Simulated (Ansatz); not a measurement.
# Gd (Gadolinium): the cost of one run

Method: DFT, r2SCAN, PAW with Ansatz's default frozen-core files, scalar-relativistic, in Ansatz 0.2.0.

## 1. The structure to begin with

Symmetry: P6_3/mmc, No. 194, hexagonal system. The conventional cell has a = 3.636 Å, b = 3.636 Å, c = 5.783 Å, α = 90.00°, β = 90.00°, γ = 120.00°. Around Gd (site symmetry -6m2) lie 12 Gd at 3.57 to 3.64 Å.

As a file:

```cif
data_structure
_symmetry_space_group_name_H-M 'P 1'
_symmetry_Int_Tables_number 1
_cell_length_a 3.6360
_cell_length_b 3.6360
_cell_length_c 5.7826
_cell_angle_alpha 90.000
_cell_angle_beta 90.000
_cell_angle_gamma 120.000
_cell_volume 66.21
loop_
_atom_site_label
_atom_site_type_symbol
_atom_site_fract_x
_atom_site_fract_y
_atom_site_fract_z
_atom_site_occupancy
Gd1 Gd 0.33333 0.66667 0.25000 1
Gd2 Gd 0.66667 0.33333 0.75000 1
```

Atoms are numbered in the order of the input: Gd1, Gd2.

## 2. Free moments from the typed start, PAW

File input.yaml:

```yaml
crystal:
  lattice:
    - [3.636, 0.0, 0.0]
    - [-1.818, 3.1488683682, 0.0]
    - [0.0, 0.0, 5.7826]
  atoms:
    - { symbol: Gd, position: [0.3333333333, 0.6666666667, 0.25], spin: 7.0 }
    - { symbol: Gd, position: [0.6666666667, 0.3333333333, 0.75], spin: 7.0 }
magnetization:
  spin_polarized: true
kpoints:
  mp_grid: { grid: [9, 9, 5] }
scf:
  occupations: { method: fermi_dirac, width: 0.05 }
hamiltonian:
  xc: r2scan
  pseudopotentials: { kind: paw }
output:
  forces: true
  stress: true
  eigenvalues: true
  populations: true
```

Launch:

```console
$ ansatz run input.yaml --threads 1 --pin off --max-ram 3072MiB --backend cpu --events-out ev --progress --plain --runs-dir out
```

What time and memory should one allow on 1 thread of Arm Neoverse V1, shared host?

About 43 s, with a peak of 0.57 GiB.
